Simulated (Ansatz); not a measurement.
Hf2Pd2Se2Br2O3:

```
CELL_PARAMETERS angstrom
-1.89227 2.67212 12.28423
1.89227 -2.67212 12.28423
1.89227 2.67212 -12.28423
ATOMIC_POSITIONS crystal
Hf 0.92095 0.92095 0.00000
Hf 0.07905 0.07905 0.00000
Pd 0.68332 0.68332 0.00000
Pd 0.31668 0.31668 0.00000
Se 0.61777 0.11777 0.50000
Se 0.38223 0.88223 0.50000
Br 0.78660 0.78660 0.00000
Br 0.21340 0.21340 0.00000
O 0.90121 0.40121 0.50000
O 0.09879 0.59879 0.50000
O 0.00000 0.00000 0.00000
```

The cell was built by a generator and needn't be a form met in nature.

- Program: Ansatz 0.2.0
- Task: relaxation of cell and atoms
- Functional: PBE
- Dispersion: D3(BJ)
- Potentials or basis: Ansatz PAW
- Cutoff: 420 eV (not typed: the program's choice for these potentials)
- k mesh: 6 × 6 × 6
- Occupations: fermi-dirac, width 0.05 eV
- Spin: no spin polarisation

At the start: volume 22.59 Å³/atom.

Q: Where does the relaxation end?

A: It ends after 11 steps and the volume is 21.96 Å³/atom (-2.8 %); space group Immm (No. 71, to 0.05 Å).

The path:
| step | energy change (eV) | largest force (eV/Å) | volume (Å³) |
| --- | --- | --- | --- |
| 1 | 0.0000 | 0.0377 | 248.45 |
| 2 | -0.0483 | 0.0981 | 242.79 |
| 3 | -0.0525 | 0.0721 | 241.24 |
| 4 | -0.0536 | 0.0484 | 241.71 |
| 5 | -0.0544 | 0.0322 | 241.69 |
| 6 | -0.0548 | 0.0210 | 241.61 |
| 7 | -0.0550 | 0.0173 | 241.53 |
| 8 | -0.0550 | 0.0033 | 241.59 |
| 9 | -0.0488 | 0.0031 | 241.59 |
| 10 | -0.0489 | 0.0024 | 241.51 |
| 11 | -0.0489 | 0.0024 | 241.51 |

Final structure:
```xyz
11
Lattice="-1.8775 2.6262 12.2447 1.8775 -2.6262 12.2447 1.8775 2.6262 -12.2447" Properties=species:S:1:pos:R:3 pbc="T T T"
Hf    0.0000    0.0000   22.5515
Hf    0.0000    0.0000    1.9379
Pd    0.0000    0.0000   16.7542
Pd    0.0000    0.0000    7.7352
Se    0.0000    2.6262    2.8989
Se    1.8775    0.0000    9.3458
Br    0.0000    0.0000   19.2735
Br    0.0000    0.0000    5.2159
O     0.0000    2.6262    9.7946
O     1.8775    0.0000    2.4500
O     0.0000    0.0000    0.0000
```

Caveat: the plane-wave basis is chosen anew once the cell has moved, so the energies of steps on either side of that aren't comparable; pairwise dispersion overbinds metals, which lowers pressure and volume.
